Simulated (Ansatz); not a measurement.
# C5H15FN2SeTi: a ladder of functionals and wavefunction methods

An exercise on one series of results from a longer session: the logs are not shown, and one member is left open.

Method: functionals in def2-TZVPP, the program's frozen cores in correlated methods; program: Ansatz 0.2.0, Gaussian basis.

The runs, in order: LDA (SPW92), PBE-D4, revPBE-D4, BLYP-D4, r2SCAN-D4, B97M-V, PBE0-D4, B3LYP-D4, r2SCANh-D4, r2SCAN0-D4, HSE06-D4, BHLYP-D4, CAM-B3LYP-D4, LC-ωPBE, ωB97X-V, ωB97M-V, B2PLYP, PBE-QIDH; CCSD(T)/def2-SVP; CCSD(T)/def2-TZVPP; MP2/def2-QZVPP; extrapolation to the limit; RPA on PBE.

### The relaxed structure

All runs share one geometry, relaxed beforehand with PBE0-D4 in a triple-zeta def2 set.

SMILES `C[Se][Ti]([F])([N](C)C)[N](C)C`, 25 atoms, charge 0, spin multiplicity 1.

Atoms are counted from 1 here; the program's logs count them from 0.

Bond lengths: C1–Se2 1.965 Å, C1–H11 1.088 Å, C1–H12 1.089 Å, C1–H13 1.089 Å, Se2–Ti3 2.443 Å, Ti3–F4 1.783 Å, Ti3–N5 1.863 Å, Ti3–N8 1.870 Å, N5–C6 1.446 Å, N5–C7 1.438 Å, C6–H14 1.098 Å, C6–H15 1.094 Å, C6–H16 1.098 Å, C7–H17 1.099 Å, C7–H18 1.091 Å, C7–H19 1.098 Å, N8–C9 1.442 Å, N8–C10 1.443 Å and more. Angles: Se2–C1–H11 110.2°, Se2–C1–H12 110.2°, Se2–C1–H13 107.4°, H11–C1–H12 110.2°, H11–C1–H13 109.4°, H12–C1–H13 109.5°, C1–Se2–Ti3 97.6°, Se2–Ti3–F4 112.1°, Se2–Ti3–N5 99.9°, Se2–Ti3–N8 107.1°, F4–Ti3–N5 114.0°, F4–Ti3–N8 111.1°, N5–Ti3–N8 112.0°, Ti3–N5–C6 115.9°, Ti3–N5–C7 130.5°, C6–N5–C7 113.5°, N5–C6–H14 111.2°, N5–C6–H15 110.9° and more.

As a file:

```xyz
25

C    -1.12422   -2.26252   -2.32864
Se   -0.34750   -0.45953   -2.41964
Ti   -0.73203    0.17473   -0.09226
F    -2.46254    0.13223    0.33691
N     0.00454    1.88597   -0.10114
C    -0.86131    2.94378   -0.57213
C     1.32052    2.33903    0.25967
N     0.25553   -1.00644    0.96907
C     1.63733   -1.33204    0.71837
C    -0.30714   -1.71456    2.09400
H    -2.18195   -2.20402   -2.07945
H    -0.59648   -2.86137   -1.58853
H    -1.00939   -2.71659   -3.31163
H    -1.00057    3.71531    0.19659
H    -1.84809    2.55212   -0.83618
H    -0.44530    3.42303   -1.46762
H     1.27434    3.08792    1.06209
H     1.93402    1.50802    0.60983
H     1.82723    2.80154   -0.59793
H     1.76471   -2.41255    0.56406
H     2.27715   -1.03888    1.56266
H     1.99621   -0.82895   -0.18175
H    -1.35796   -1.45161    2.23168
H    -0.24463   -2.80190    1.94931
H     0.22754   -1.47272    3.02263
```

Set-up of the first run:

File in.yaml:

```yaml
crystal:
  periodic: [false, false, false]
  atoms:
    - {symbol: C, position_ang: [-1.124218, -2.262522, -2.328642]}
    - {symbol: Se, position_ang: [-0.347501, -0.459529, -2.419637]}
    - {symbol: Ti, position_ang: [-0.732028, 0.174727, -0.092260]}
    - {symbol: F, position_ang: [-2.462536, 0.132230, 0.336912]}
    - {symbol: N, position_ang: [0.004536, 1.885972, -0.101138]}
    - {symbol: C, position_ang: [-0.861314, 2.943784, -0.572130]}
    - {symbol: C, position_ang: [1.320522, 2.339031, 0.259675]}
    - {symbol: N, position_ang: [0.255526, -1.006439, 0.969071]}
    - {symbol: C, position_ang: [1.637335, -1.332036, 0.718372]}
    - {symbol: C, position_ang: [-0.307136, -1.714565, 2.094003]}
    - {symbol: H, position_ang: [-2.181949, -2.204019, -2.079453]}
    - {symbol: H, position_ang: [-0.596480, -2.861375, -1.588526]}
    - {symbol: H, position_ang: [-1.009391, -2.716592, -3.311635]}
    - {symbol: H, position_ang: [-1.000566, 3.715314, 0.196585]}
    - {symbol: H, position_ang: [-1.848088, 2.552121, -0.836185]}
    - {symbol: H, position_ang: [-0.445303, 3.423031, -1.467622]}
    - {symbol: H, position_ang: [1.274340, 3.087918, 1.062094]}
    - {symbol: H, position_ang: [1.934017, 1.508018, 0.609828]}
    - {symbol: H, position_ang: [1.827226, 2.801539, -0.597928]}
    - {symbol: H, position_ang: [1.764708, -2.412546, 0.564062]}
    - {symbol: H, position_ang: [2.277146, -1.038876, 1.562660]}
    - {symbol: H, position_ang: [1.996213, -0.828949, -0.181751]}
    - {symbol: H, position_ang: [-1.357962, -1.451612, 2.231684]}
    - {symbol: H, position_ang: [-0.244635, -2.801895, 1.949312]}
    - {symbol: H, position_ang: [0.227537, -1.472720, 3.022630]}
basis:
  gaussian: {orbitals: def2-TZVPP}
hamiltonian: {xc: lda}
output: {orbitals: {seedname: orbitals}}
```

Among the steps run: LDA; PBE-D4 (GGA); revPBE-D4 (GGA); BLYP-D4 (GGA); r2SCAN-D4 (meta-GGA); B97M-V (meta-GGA); PBE0-D4 (hybrid); B3LYP-D4 (hybrid); r2SCANh-D4 (hybrid); r2SCAN0-D4 (hybrid); HSE06-D4 (hybrid); BHLYP-D4 (hybrid); CAM-B3LYP-D4 (range-separated); LC-ωPBE (range-separated); ωB97X-V (range-separated); ωB97M-V (range-separated); B2PLYP (double hybrid); PBE-QIDH (double hybrid).

One of the session's tables, all rows but one given; the rest of the session is left out.

It belongs to the step «Orbital energies across the functionals». 

| functional | HOMO (eV) | gap (eV) |
| --- | --- | --- |
| LDA (SPW92) | -5.09 | 2.63 |
| PBE-D4 | -4.94 | 2.71 |
| revPBE-D4 | -4.88 | 2.73 |
| BLYP-D4 | -4.79 | 2.67 |
| r2SCAN-D4 | -5.18 | 3.04 |
| B97M-V | -5.29 | 3.09 |
| PBE0-D4 | -6.05 | 4.77 |
| B3LYP-D4 | -5.83 | 4.30 |
| r2SCANh-D4 | ? | ? |
| r2SCAN0-D4 | -6.21 | 5.00 |
| HSE06-D4 | -5.65 | 4.00 |
| BHLYP-D4 | -7.04 | 6.85 |
| CAM-B3LYP-D4 | -7.29 | 7.10 |
| LC-ωPBE | -8.58 | 9.49 |
| ωB97X-V | -8.27 | 9.14 |
| ωB97M-V | -8.17 | 8.98 |

Estimate the missing values for r2SCANh-D4.

Worked estimate for «HOMO (eV)». Against the share of exact exchange, r2SCAN-D4 (0, -5.18), r2SCAN0-D4 (0.25, -6.21) give a slope of -4.12 per unit share; at 0.1 the line stands at -5.59.

The run gave: HOMO (eV): -5.59; gap (eV): 3.82. In «HOMO (eV)» the line misses by 0.00.
